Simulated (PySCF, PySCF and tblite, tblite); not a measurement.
# C4H3F5: telling isomers apart by computed NMR, part 2 of 3

PySCF and tblite. Atoms count from 0. Earlier steps stand in the parts before.

## (6) GFN2-xTB relaxation, isomer B, conformer 1

Job settings and geometry (Å):

```
{"job": {"xc": "GFN2-xTB", "basis": "xTB", "kind": "relax"}, "charge": 0, "multiplicity": 1}
F      0.889200    -1.624000    -0.215700
C      1.554700    -0.464100     0.019600
C      0.732800     0.735300    -0.258500
F      1.373600     1.869300    -0.659400
C     -0.616600     0.802400    -0.215600
C     -1.548000    -0.267900     0.215600
F     -1.829800    -1.131900    -0.783000
F     -2.717500     0.271500     0.628600
F     -1.059600    -0.980100     1.269500
H      1.880400    -0.472300     1.077900
H      2.441200    -0.473800    -0.615400
H     -1.099300     1.735000    -0.489500
```

The log of the run:

```text
step      E/eV     max force
  0    -917.77824    2.031
  1    -917.83299    1.513
  2    -917.85648    0.413
  3    -917.86617    0.298
  4    -917.87317    0.195
  5    -917.87601    0.165
  6    -917.87938    0.170
  7    -917.88124    0.158
  8    -917.88285    0.118
  9    -917.88394    0.088
 10    -917.88477    0.080
 11    -917.88537    0.076
 12    -917.88592    0.057
 13    -917.88648    0.064
 14    -917.88698    0.059
 15    -917.88733    0.048
 16    -917.88755    0.042
 17    -917.88772    0.035
 18    -917.88772    0.035
 19    -917.88781    0.030
 20    -917.88799    0.034
 21    -917.88806    0.029
 22    -917.88821    0.050
 23    -917.88840    0.041
 24    -917.88848    0.024
 25    -917.88858    0.026
 26    -917.88869    0.045
 27    -917.88880    0.040
 28    -917.88889    0.031
 29    -917.88898    0.030
 30    -917.88907    0.042
 31    -917.88916    0.046
 32    -917.88923    0.031
 33    -917.88930    0.027
 34    -917.88939    0.040
 35    -917.88948    0.041
 36    -917.88955    0.025
 37    -917.88960    0.023
 38    -917.88963    0.022
 39    -917.88968    0.031
 40    -917.88971    0.024
 41    -917.88973    0.010
 42    -917.88975    0.011
 43    -917.88976    0.021
 44    -917.88979    0.025
 45    -917.88981    0.018
 46    -917.88983    0.011
 47    -917.88984    0.010
 48    -917.88986    0.020
 49    -917.88988    0.021
 50    -917.88989    0.012
 51    -917.88991    0.010
 52    -917.88992    0.012
 53    -917.88992    0.011
 54    -917.88993    0.006
 55    -917.88993    0.002
```

Wall time 0.42 s (1 thread of Arm Neoverse N1, shared host).

The energy fell by 0.112 eV, and the atoms moved 0.07 Å (root mean square).

GFN2-xTB relaxation, isomer B, conformer 2:

Job settings and geometry (Å):

```
{"job": {"xc": "GFN2-xTB", "basis": "xTB", "kind": "relax"}, "charge": 0, "multiplicity": 1}
F      2.318000    -0.874100     1.075000
C      1.440200    -0.723500     0.022900
C      0.815900     0.624200     0.080700
F      1.635900     1.700000     0.189600
C     -0.506600     0.902100     0.039900
C     -1.625800    -0.056400    -0.143700
F     -1.274000    -1.120900    -0.903800
F     -2.672700     0.534500    -0.747800
F     -2.053500    -0.535000     1.048700
H      2.014400    -0.842400    -0.887100
H      0.724100    -1.548600     0.101500
H     -0.814800     1.939500     0.098100
```

The log of the run:

```text
step      E/eV     max force
  0    -917.73870    1.810
  1    -917.78177    1.391
  2    -917.80259    0.351
  3    -917.81168    0.264
  4    -917.81813    0.195
  5    -917.82081    0.155
  6    -917.82330    0.102
  7    -917.82452    0.097
  8    -917.82541    0.073
  9    -917.82598    0.058
 10    -917.82646    0.053
 11    -917.82689    0.057
 12    -917.82734    0.058
 13    -917.82780    0.056
 14    -917.82824    0.058
 15    -917.82860    0.056
 16    -917.82889    0.052
 17    -917.82914    0.041
 18    -917.82940    0.046
 19    -917.82965    0.053
 20    -917.82988    0.054
 21    -917.83012    0.057
 22    -917.83042    0.050
 23    -917.83077    0.054
 24    -917.83110    0.047
 25    -917.83139    0.053
 26    -917.83167    0.060
 27    -917.83201    0.058
 28    -917.83242    0.069
 29    -917.83286    0.056
 30    -917.83334    0.083
 31    -917.83398    0.098
 32    -917.83486    0.117
 33    -917.83584    0.125
 34    -917.83677    0.089
 35    -917.83776    0.111
 36    -917.83903    0.128
 37    -917.83954    0.302
 38    -917.84202    0.223
 39    -917.84419    0.100
 40    -917.84620    0.069
 41    -917.84781    0.070
 42    -917.84818    0.051
 43    -917.84841    0.034
 44    -917.84841    0.034
 45    -917.84845    0.030
 46    -917.84863    0.031
 47    -917.84869    0.036
 48    -917.84876    0.019
 49    -917.84879    0.016
 50    -917.84882    0.019
 51    -917.84887    0.020
 52    -917.84891    0.018
 53    -917.84895    0.018
 54    -917.84898    0.015
 55    -917.84901    0.015
 56    -917.84904    0.014
 57    -917.84906    0.011
 58    -917.84908    0.010
 59    -917.84909    0.009
 60    -917.84910    0.009
 61    -917.84911    0.009
 62    -917.84912    0.010
 63    -917.84914    0.010
 64    -917.84915    0.009
 65    -917.84915    0.006
 66    -917.84916    0.005
 67    -917.84916    0.004
```

Run time: 0.53 s. Hardware: 1 thread of Arm Neoverse N1, shared host.

The energy fell by 0.110 eV, and the atoms moved 0.23 Å (root mean square).

**GFN2-xTB relaxation, isomer B, conformer 3**

Job settings and geometry (Å):

```
{"job": {"xc": "GFN2-xTB", "basis": "xTB", "kind": "relax"}, "charge": 0, "multiplicity": 1}
F     -2.248600    -0.181400     1.198000
C     -1.517300    -0.505300     0.099200
C     -0.701700     0.668000    -0.344100
F     -1.396500     1.735500    -0.856600
C      0.624200     0.783600    -0.309900
C      1.569400    -0.242100     0.167400
F      2.860400     0.140600    -0.028300
F      1.412600    -1.417500    -0.470200
F      1.427400    -0.487100     1.494100
H     -0.899900    -1.370200     0.387000
H     -2.202100    -0.823300    -0.685000
H      1.073300     1.698600    -0.677600
```

The log of the run:

```text
step      E/eV     max force
  0    -917.76922    1.350
  1    -917.81830    0.508
  2    -917.82881    0.442
  3    -917.83851    0.275
  4    -917.84315    0.201
  5    -917.84560    0.148
  6    -917.84719    0.094
  7    -917.84799    0.062
  8    -917.84844    0.048
  9    -917.84870    0.049
 10    -917.84888    0.033
 11    -917.84888    0.033
 12    -917.84896    0.024
 13    -917.84908    0.026
 14    -917.84913    0.026
 15    -917.84920    0.024
 16    -917.84926    0.021
 17    -917.84931    0.021
 18    -917.84935    0.017
 19    -917.84938    0.014
 20    -917.84940    0.014
 21    -917.84942    0.015
 22    -917.84945    0.015
 23    -917.84947    0.012
 24    -917.84949    0.010
 25    -917.84951    0.014
 26    -917.84954    0.019
 27    -917.84960    0.023
 28    -917.84967    0.022
 29    -917.84973    0.021
 30    -917.84979    0.025
 31    -917.84984    0.027
 32    -917.84989    0.024
 33    -917.84994    0.017
 34    -917.84997    0.013
 35    -917.84999    0.014
 36    -917.85001    0.012
 37    -917.85002    0.011
 38    -917.85004    0.014
 39    -917.85007    0.015
 40    -917.85010    0.019
 41    -917.85014    0.016
 42    -917.85017    0.019
 43    -917.85019    0.019
 44    -917.85023    0.018
 45    -917.85027    0.024
 46    -917.85033    0.022
 47    -917.85037    0.016
 48    -917.85039    0.010
 49    -917.85040    0.008
 50    -917.85040    0.005
 51    -917.85040    0.003
```

Wall time 0.39 s (1 thread of Arm Neoverse N1, shared host).

Relaxing gained 0.081 eV and moved the atoms by 0.06 Å on average (rms).

## (7) Shieldings, isomer B, conformer 1: PBE0/pcSseg-1

Job settings and geometry (Å):

```
{"job": {"xc": "PBE0", "basis": "pcSseg-1", "kind": "nmr", "pop": false}, "charge": 0, "multiplicity": 1}
F      0.940437    -1.639082    -0.295987
C      1.568351    -0.469014     0.003595
C      0.693772     0.717343    -0.275986
F      1.410000     1.789774    -0.640022
C     -0.625841     0.833288    -0.207342
C     -1.552328    -0.256847     0.235048
F     -1.788039    -1.170950    -0.713578
F     -2.745757     0.256873     0.568976
F     -1.108731    -0.912532     1.316659
H      1.844933    -0.506669     1.065864
H      2.470942    -0.406582    -0.615854
H     -1.106540     1.763712    -0.467401
```

The log of the run:

```text
coarse grid: 11640 points
cycle   1  E = -652.4482113652  dE =  1.479e+00  |g| = 1.044e+00  |ddm| = 3.090e+00
cycle   2  E = -652.2623082942  dE =  1.859e-01  |g| = 1.550e+00  |ddm| = 1.402e+00
cycle   3  E = -652.6280605161  dE = -3.658e-01  |g| = 7.008e-02  |ddm| = 8.737e-01
cycle   4  E = -652.6287034809  dE = -6.430e-04  |g| = 4.288e-02  |ddm| = 7.227e-02
cycle   5  E = -652.6290392040  dE = -3.357e-04  |g| = 1.040e-02  |ddm| = 3.277e-02
cycle   6  E = -652.6290532240  dE = -1.402e-05  |g| = 2.824e-03  |ddm| = 7.850e-03
cycle   7  E = -652.6290545043  dE = -1.280e-06  |g| = 4.217e-04  |ddm| = 2.280e-03
final grid: 118968 points
cycle   8  E = -652.7132546548  dE = -5.274e-05  |g| = 7.754e-03  |ddm| = 2.908e-02
cycle   9  E = -652.7132452038  dE =  9.451e-06  |g| = 1.124e-02  |ddm| = 1.200e-02
cycle  10  E = -652.7132663515  dE = -2.115e-05  |g| = 8.207e-04  |ddm| = 6.584e-03
cycle  11  E = -652.7132664663  dE = -1.148e-07  |g| = 2.418e-04  |ddm| = 7.470e-04
cycle  12  E = -652.7132664733  dE = -6.978e-09  |g| = 1.041e-04  |ddm| = 2.044e-04
cycle  13  E = -652.7132664750  dE = -1.678e-09  |g| = 2.257e-05  |ddm| = 8.613e-05
cycle  14  E = -652.7132664751  dE = -8.413e-11  |g| = 8.606e-06  |ddm| = 2.129e-05
converged SCF energy = -652.7132664751

GIAO shielding tensors (ppm)
atom      isotropic    diamagn.    paramagn.     s11        s22        s33       span
  0 F      430.523     474.570     -44.047    396.572    413.114    481.883     85.311
  1 C      104.703     239.625    -134.922     77.046     85.757    151.305     74.259
  2 C        9.144     254.799    -245.654    -96.294     47.133     76.594    172.887
  3 F      269.851     474.140    -204.289    185.444    266.837    357.272    171.828
  4 C       75.040     257.776    -182.736    -13.044    100.601    137.563    150.606
  5 C       55.340     239.574    -184.234     49.112     57.402     59.505     10.392
  6 F      232.415     473.854    -241.439    154.415    222.450    320.380    165.965
  7 F      245.901     470.983    -225.082    174.280    221.614    341.809    167.529
  8 F      246.156     476.228    -230.072    168.668    237.753    332.045    163.377
  9 H       26.004      27.014      -1.010     23.193     24.966     29.855      6.662
 10 H       26.457      26.327       0.131     22.190     26.443     30.739      8.549
 11 H       25.706      29.861      -4.154     23.018     25.399     28.702      5.684
```

It took 32 s on 1 thread of Arm Neoverse N1, shared host; peak memory 0.78 GiB.

In short: HOMO -8.50 eV, LUMO -1.05 eV; dipole 2.67 D.

## (8) Shieldings, isomer B, conformer 2: PBE0/pcSseg-1

Job settings and geometry (Å):

```
{"job": {"xc": "PBE0", "basis": "pcSseg-1", "kind": "nmr", "pop": false}, "charge": 0, "multiplicity": 1}
F      2.283634    -0.817761     1.153640
C      1.396473    -0.728304     0.117446
C      0.784903     0.642904     0.078423
F      1.683117     1.623969     0.164470
C     -0.496949     0.963493    -0.055953
C     -1.584703    -0.053298    -0.176912
F     -1.374386    -0.914172    -1.193452
F     -2.768698     0.518036    -0.396338
F     -1.716954    -0.815526     0.922418
H      1.963676    -0.907056    -0.805915
H      0.643529    -1.507260     0.259647
H     -0.812444     1.994290    -0.093503
```

The log of the run:

```text
coarse grid: 11640 points
cycle   1  E = -652.4483881780  dE =  1.471e+00  |g| = 1.047e+00  |ddm| = 3.072e+00
cycle   2  E = -652.2530502459  dE =  1.953e-01  |g| = 1.575e+00  |ddm| = 1.446e+00
cycle   3  E = -652.6284688462  dE = -3.754e-01  |g| = 8.448e-02  |ddm| = 9.241e-01
cycle   4  E = -652.6292808024  dE = -8.120e-04  |g| = 5.488e-02  |ddm| = 8.757e-02
cycle   5  E = -652.6298230281  dE = -5.422e-04  |g| = 1.354e-02  |ddm| = 4.597e-02
cycle   6  E = -652.6298566660  dE = -3.364e-05  |g| = 4.148e-03  |ddm| = 1.337e-02
cycle   7  E = -652.6298602252  dE = -3.559e-06  |g| = 1.329e-03  |ddm| = 3.591e-03
final grid: 118968 points
cycle   8  E = -652.7147000297  dE = -5.758e-05  |g| = 7.819e-03  |ddm| = 3.113e-02
cycle   9  E = -652.7146892581  dE =  1.077e-05  |g| = 1.150e-02  |ddm| = 1.227e-02
cycle  10  E = -652.7147122647  dE = -2.301e-05  |g| = 8.693e-04  |ddm| = 6.896e-03
cycle  11  E = -652.7147123961  dE = -1.314e-07  |g| = 2.580e-04  |ddm| = 7.786e-04
cycle  12  E = -652.7147124055  dE = -9.317e-09  |g| = 1.135e-04  |ddm| = 1.932e-04
cycle  13  E = -652.7147124074  dE = -1.975e-09  |g| = 2.503e-05  |ddm| = 7.493e-05
cycle  14  E = -652.7147124075  dE = -1.196e-10  |g| = 1.066e-05  |ddm| = 2.536e-05
converged SCF energy = -652.7147124075

GIAO shielding tensors (ppm)
atom      isotropic    diamagn.    paramagn.     s11        s22        s33       span
  0 F      435.400     467.316     -31.915    402.187    438.585    465.429     63.242
  1 C      106.405     244.339    -137.934     81.360     84.134    153.722     72.363
  2 C        8.656     251.502    -242.846    -97.684     43.805     79.847    177.531
  3 F      266.716     473.562    -206.846    160.157    246.893    393.099    232.942
  4 C       75.788     258.641    -182.853     -9.063    102.138    134.289    143.353
  5 C       54.638     240.723    -186.085     49.498     56.989     57.426      7.928
  6 F      229.873     476.223    -246.351    151.975    211.765    325.879    173.904
  7 F      250.214     470.440    -220.226    183.992    228.971    337.681    153.689
  8 F      241.722     475.234    -233.512    170.258    219.816    335.093    164.835
  9 H       26.263      27.215      -0.952     22.510     26.554     29.726      7.217
 10 H       25.923      29.481      -3.558     21.619     24.715     31.434      9.814
 11 H       25.824      29.903      -4.079     23.023     25.577     28.872      5.850
```

Wall time 32 s (1 thread of Arm Neoverse N1, shared host); peak memory 0.85 GiB.

Key values: HOMO -8.64 eV, LUMO -1.24 eV; dipole 1.22 D.

## (9) Shieldings, isomer B, conformer 3: PBE0/pcSseg-1

Job settings and geometry (Å):

```
{"job": {"xc": "PBE0", "basis": "pcSseg-1", "kind": "nmr", "pop": false}, "charge": 0, "multiplicity": 1}
F     -2.238686    -0.148861     1.215913
C     -1.503018    -0.504656     0.116096
C     -0.688433     0.666130    -0.354963
F     -1.431690     1.660312    -0.846167
C      0.631347     0.809944    -0.340277
C      1.567832    -0.239709     0.166328
F      2.839325     0.146496     0.056887
F      1.455626    -1.397572    -0.516818
F      1.364501    -0.554669     1.454533
H     -0.874803    -1.350954     0.402596
H     -2.217245    -0.795318    -0.664192
H      1.096442     1.708170    -0.715964
```

The log of the run:

```text
coarse grid: 11640 points
cycle   1  E = -652.4469171076  dE =  1.467e+00  |g| = 1.048e+00  |ddm| = 3.070e+00
cycle   2  E = -652.2503850851  dE =  1.965e-01  |g| = 1.579e+00  |ddm| = 1.421e+00
cycle   3  E = -652.6269181257  dE = -3.765e-01  |g| = 8.558e-02  |ddm| = 9.065e-01
cycle   4  E = -652.6277236648  dE = -8.055e-04  |g| = 5.667e-02  |ddm| = 8.972e-02
cycle   5  E = -652.6283135528  dE = -5.899e-04  |g| = 1.403e-02  |ddm| = 4.753e-02
cycle   6  E = -652.6283514278  dE = -3.787e-05  |g| = 4.296e-03  |ddm| = 1.390e-02
cycle   7  E = -652.6283552455  dE = -3.818e-06  |g| = 1.329e-03  |ddm| = 3.534e-03
final grid: 118968 points
cycle   8  E = -652.7146281901  dE = -5.701e-05  |g| = 7.827e-03  |ddm| = 2.682e-02
cycle   9  E = -652.7146169752  dE =  1.121e-05  |g| = 1.167e-02  |ddm| = 1.203e-02
cycle  10  E = -652.7146400442  dE = -2.307e-05  |g| = 7.599e-04  |ddm| = 6.790e-03
cycle  11  E = -652.7146401466  dE = -1.024e-07  |g| = 2.587e-04  |ddm| = 7.183e-04
cycle  12  E = -652.7146401563  dE = -9.697e-09  |g| = 9.214e-05  |ddm| = 1.814e-04
cycle  13  E = -652.7146401575  dE = -1.147e-09  |g| = 2.042e-05  |ddm| = 5.583e-05
cycle  14  E = -652.7146401575  dE = -7.049e-11  |g| = 6.775e-06  |ddm| = 1.754e-05
converged SCF energy = -652.7146401575

GIAO shielding tensors (ppm)
atom      isotropic    diamagn.    paramagn.     s11        s22        s33       span
  0 F      425.158     468.596     -43.438    391.005    421.128    463.339     72.334
  1 C      106.189     243.403    -137.213     83.018     85.298    150.252     67.234
  2 C        8.779     252.074    -243.295    -97.577     44.521     79.393    176.970
  3 F      261.720     474.067    -212.347    162.963    251.847    370.351    207.387
  4 C       72.803     258.343    -185.539    -13.155     98.295    133.271    146.426
  5 C       54.793     240.620    -185.827     49.343     57.304     57.733      8.391
  6 F      250.364     470.479    -220.115    184.705    227.941    338.446    153.740
  7 F      231.301     475.809    -244.508    155.013    209.083    329.808    174.795
  8 F      238.187     475.409    -237.223    165.141    219.656    329.763    164.623
  9 H       25.982      29.425      -3.443     22.262     25.074     30.610      8.348
 10 H       26.414      26.968      -0.554     23.193     26.038     30.011      6.818
 11 H       25.709      29.850      -4.141     22.964     25.350     28.813      5.848
```

It took 32 s on 1 thread of Arm Neoverse N1, shared host; peak memory 0.78 GiB.

Key values: HOMO -8.73 eV, LUMO -1.34 eV; dipole 1.56 D.

## (10) The ensemble, isomer B: properties at PBE0/pcSseg-1

Job settings and geometry (Å):

```
{"job": {"study": "conf", "smiles": "FC/C(F)=C\\C(F)(F)F", "search": {"seed": 6903, "n_embed": 60, "ff_keep": 14, "window": 2.5, "nmax": 6, "temps": [250, 298.15, 350], "t_ref": 298.15, "order": 0.0005}, "level": {"nmr": {"xc": "PBE0", "basis": "pcSseg-1"}}, "kind": "conf"}, "charge": 0, "multiplicity": 1}
F      2.283634    -0.817761     1.153640
C      1.396473    -0.728304     0.117446
C      0.784903     0.642904     0.078423
F      1.683117     1.623969     0.164470
C     -0.496949     0.963493    -0.055953
C     -1.584703    -0.053298    -0.176912
F     -1.374386    -0.914172    -1.193452
F     -2.768698     0.518036    -0.396338
F     -1.716954    -0.815526     0.922418
H      1.963676    -0.907056    -0.805915
H      0.643529    -1.507260     0.259647
H     -0.812444     1.994290    -0.093503
```

The log of the run:

```text
conformer  sym    E(xTB)   E(DFT)   G(298.15 K)  weight  dipole/D
    1     C1      0.000    0.874    1.263   0.0648    2.671
    2     C1      0.940    0.000    0.000   0.5464    1.216
    3     C1      0.911    0.044    0.202   0.3888    1.564

mean shielding (ppm) by class
class atoms           250 K   298.15 K      350 K
  0 F  0            431.198    431.102    431.028
  1 C  1            106.235    106.211    106.189
  2 C  2              8.728      8.735      8.742
  3 F  3            264.949    264.977    265.012
  4 C  4             74.598     74.579     74.566
  5 C  5             54.734     54.744     54.753
  6 F  6,7,8        240.397    240.407    240.418
  7 H  9,10          26.141     26.143     26.145
  8 H  11            25.774     25.772      25.77
```

Run time: 99 s. Hardware: 1 thread of Arm Neoverse N1, shared host. This counts the runs that the step sums up.

The search (ETKDG, MMFF94s, GFN2-xTB) embedded 60 structures, kept 3 distinct ones after the force field and 3 after xTB; 3 were carried on (window 2.5 kcal/mol at the search's own energies). Energies: PBE0/pcSseg-1 with D3(BJ).

Conformer by conformer (298 K):

```
no.  group  mirror pair  ΔE xTB  ΔE DFT    ΔG  weight (%)  μ (D)  F0–C1–C2–F3 (°)     A, B, C (GHz)
  1     C1          yes    0.00    0.87  1.26         6.5   2.67             -149  2.41, 1.22, 0.96
  2     C1          yes    0.94    0.00  0.00        54.6   1.22               48  2.82, 0.97, 0.84
  3     C1          yes    0.91    0.04  0.20        38.9   1.56              -68  2.66, 1.01, 0.87
```

Energies in kcal/mol. ΔG holds xTB vibrations and rotation, symmetry numbers and mirror pairs.

Weights (%) by temperature:

```
no.  250 K  298 K  350 K
  2   56.3   54.6   53.2
  3   38.6   38.9   39.0
  1    5.1    6.5    7.8
```

How the weights hang on the way they are made:

```
                                  scheme    2   3   1  mean μ (D)
                         DFT free energy   55  39   6        1.45
            DFT energy, symmetry counted   46  43  11        1.52
                        DFT energy alone   46  43  11        1.52
            xTB energy, symmetry counted   14  15  70        2.29
                         xTB free energy   23  19  58        2.13
                   lowest conformer only  100   0   0        1.22
                           equal weights   33  33  33        1.82
conformers found from three starts alone    0  86  14        1.72
```

Shifts against references run at the same level (1H TMS 31.72, 13C TMS 186.9, 19F CFCl3 170.9 ppm of shielding), by class of atoms, at 298 K:

```
     atoms                                 environment   no. 2   no. 3   no. 1  average
        C2             fully substituted alkene carbon   178.3   178.1   177.8    178.2
        C5                                  CF3 carbon   132.3   132.1   131.6    132.2
        C4                                   alkene CH   111.1   114.1   111.9    112.3
        C1                 allylic sp3 CH2 bonded to F    80.5    80.7    82.2     80.7
       H11                    hydrogen on an alkene CH    5.89    6.01    6.01     5.95
   H9, H10  hydrogen on an allylic sp3 CH2 bonded to F    5.62    5.52    5.49     5.57
F6, F7, F8                     fluorine of a CF3 group   -69.7   -69.0   -70.5    -69.5
        F3                            vinylic fluorine   -95.8   -90.8   -98.9    -94.0
        F0                   fluorine on an sp3 carbon  -264.5  -254.2  -259.6   -260.2
```

Effective distances for nuclear Overhauser effects, ⟨r⁻⁶⟩^(−1/6) over all pairs of two classes (Å): H9···H11 3.95.

[end of part 2 of 3]
